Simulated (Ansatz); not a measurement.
**C10H19N: one species, many methods**

The task here is to estimate one member of a computed series from the others.

Program: Ansatz 0.2.0, Gaussian basis. Level of theory: functionals in def2-TZVPP, the program's frozen cores in correlated methods. These are calculated values, not measurements.

The runs, in order: PBE-D4, r2SCAN-D4, PBE0-D4, B3LYP-D4, ωB97X-V, ωB97M-V, B2PLYP; CCSD(T)/def2-TZVPP; MP2/def2-QZVPP; extrapolation to the limit.

1 further run of the same task is left out (it didn't finish).

### Structure used throughout

An earlier PBE0-D4 in a triple-zeta def2 set relaxation fixed the geometry.

SMILES `CCCCCCCCCC#N`, 30 atoms, charge 0, spin multiplicity 1.

Atoms are counted from 1 here; the program's logs count them from 0.

Bond lengths: C1–C2 1.520 Å, C1–H12 1.092 Å, C1–H13 1.092 Å, C1–H14 1.095 Å, C2–C3 1.525 Å, C2–H15 1.096 Å, C2–H16 1.095 Å, C3–C4 1.532 Å, C3–H17 1.095 Å, C3–H18 1.095 Å, C4–C5 1.533 Å, C4–H19 1.096 Å, C4–H20 1.096 Å, C5–C6 1.526 Å, C5–H21 1.095 Å, C5–H22 1.094 Å, C6–C7 1.525 Å, C6–H23 1.096 Å and more. Angles: C2–C1–H12 110.9°, C2–C1–H13 111.9°, C2–C1–H14 111.3°, H12–C1–H13 107.3°, H12–C1–H14 107.5°, H13–C1–H14 107.7°, C1–C2–C3 115.3°, C1–C2–H15 109.1°, C1–C2–H16 109.0°, C3–C2–H15 108.6°, C3–C2–H16 108.5°, H15–C2–H16 105.9°, C2–C3–C4 114.8°, C2–C3–H17 109.2°, C2–C3–H18 107.7°, C4–C3–H17 110.3°, C4–C3–H18 108.9°, H17–C3–H18 105.7° and more.

Set-up of the first run:

in.yaml

```yaml
crystal:
  periodic: [false, false, false]
  atoms:
    - {symbol: C, position_ang: [-1.590114, 2.398874, -0.944595]}
    - {symbol: C, position_ang: [-0.166335, 2.706077, -1.378923]}
    - {symbol: C, position_ang: [0.844890, 1.590545, -1.136955]}
    - {symbol: C, position_ang: [0.564385, 0.293050, -1.901659]}
    - {symbol: C, position_ang: [-0.300134, -0.754327, -1.191231]}
    - {symbol: C, position_ang: [0.483013, -1.773286, -0.367957]}
    - {symbol: C, position_ang: [1.216754, -1.238276, 0.856634]}
    - {symbol: C, position_ang: [0.327494, -0.609862, 1.921194]}
    - {symbol: C, position_ang: [-0.750339, -1.546957, 2.472528]}
    - {symbol: C, position_ang: [-0.195898, -2.771685, 3.027340]}
    - {symbol: N, position_ang: [0.265127, -3.733415, 3.456744]}
    - {symbol: H, position_ang: [-2.239129, 3.265069, -1.092932]}
    - {symbol: H, position_ang: [-2.018983, 1.569802, -1.511989]}
    - {symbol: H, position_ang: [-1.633686, 2.133845, 0.116443]}
    - {symbol: H, position_ang: [-0.163008, 2.955915, -2.446540]}
    - {symbol: H, position_ang: [0.178472, 3.606340, -0.858924]}
    - {symbol: H, position_ang: [0.909482, 1.390932, -0.062721]}
    - {symbol: H, position_ang: [1.830884, 1.967012, -1.427517]}
    - {symbol: H, position_ang: [1.514826, -0.181974, -2.169316]}
    - {symbol: H, position_ang: [0.095840, 0.559485, -2.855825]}
    - {symbol: H, position_ang: [-0.866762, -1.311496, -1.943998]}
    - {symbol: H, position_ang: [-1.051407, -0.261612, -0.566290]}
    - {symbol: H, position_ang: [1.218299, -2.254270, -1.022369]}
    - {symbol: H, position_ang: [-0.194558, -2.577229, -0.058943]}
    - {symbol: H, position_ang: [1.964030, -0.500029, 0.550387]}
    - {symbol: H, position_ang: [1.778048, -2.060916, 1.311933]}
    - {symbol: H, position_ang: [0.949592, -0.263417, 2.750835]}
    - {symbol: H, position_ang: [-0.184493, 0.272145, 1.526786]}
    - {symbol: H, position_ang: [-1.462652, -1.823930, 1.690315]}
    - {symbol: H, position_ang: [-1.323640, -1.046420, 3.257545]}
basis:
  gaussian: {orbitals: def2-TZVPP}
hamiltonian: {xc: pbe, dispersion: d4}
output: {forces: true, orbitals: {seedname: orbitals}}
```

Run with:

```sh
$ ansatz run in.yaml --threads 4 --pin off --events-out ev --progress --plain --max-ram 66560MiB --backend cuda --devices 0, --max-vram 37GiB
```

Steps of the session up to this table: PBE-D4 (GGA); r2SCAN-D4 (meta-GGA); PBE0-D4 (hybrid); B3LYP-D4 (hybrid); ωB97X-V (range-separated); ωB97M-V (range-separated); B2PLYP (double hybrid); CCSD(T) in def2-TZVPP; MP2 in def2-QZVPP.

One of the session's tables, all rows but one given; the rest of the session is left out.

| method | atomisation energy (eV) |
| --- | --- |
| PBE-D4 | 131.482 |
| r2SCAN-D4 | 128.784 |
| PBE0-D4 | ? |
| B3LYP-D4 | 128.757 |
| ωB97X-V | 128.852 |
| ωB97M-V | 129.030 |
| B2PLYP | 127.448 |
| HF/def2-TZVPP | 95.991 |
| MP2/def2-TZVPP | 127.501 |
| CCSD/def2-TZVPP | 124.072 |
| CCSD(T)/def2-TZVPP | 125.801 |
| MP2/CBS | 130.231 |
| CCSD(T)/CBS | 128.531 |

Estimate the missing values for PBE0-D4.

The run gave: atomisation energy (eV): 129.735. In the column «atomisation energy (eV)» it lies between ωB97M-V (129.030) and MP2/CBS (130.231).
